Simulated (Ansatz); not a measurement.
TaWC2:

```xyz
4
Lattice="1.5719 0.9075 5.1016 -1.5719 0.9075 5.1016 0.0000 -1.8150 5.1016" Properties=species:S:1:pos:R:3 pbc="T T T"
W     0.0000    0.0000    0.0000
Ta    0.0000    0.0000    7.6524
C     0.0000    0.0000    3.8405
C     0.0000    0.0000   11.4644
```

The cell comes from a database or a generator and needn't be the stable form of this composition.

Base run:

- Program: Ansatz 0.2.0
- Functional: LDA
- Potentials or basis: Ansatz PAW
- Cutoff: 420 eV (not typed: the program's choice for these potentials)
- k mesh: 10 × 10 × 10
- Occupations: fermi-dirac, width 0.05 eV
- Spin: no spin polarisation
- Hubbard terms: Ta d U = 4 eV, W d U = 4 eV

Its results: band gap on the k mesh none (metal or under the smearing width); pressure -14.6 GPa; largest force 0.094 eV/Å.

Problem. The run is repeated on the same cell with these changes: hubbard terms from Ta d U = 4 eV, W d U = 4 eV to none; hubbard projectors from ortho-atomic (the default) to none. What comes out?

Solution. Band gap on the k mesh none (metal or under the smearing width); pressure -16.6 GPa; largest force 0.082 eV/Å.

Caveats: spin-orbit coupling is left out, which moves the levels of the heavy elements; the PAW data sets come from PBE, with cores solved anew for the run's functional, which leaves a small shift of forces and pressure; U without spin polarisation on a metal has little footing (some runs); the U is typed as a test and isn't derived for this compound (some runs).
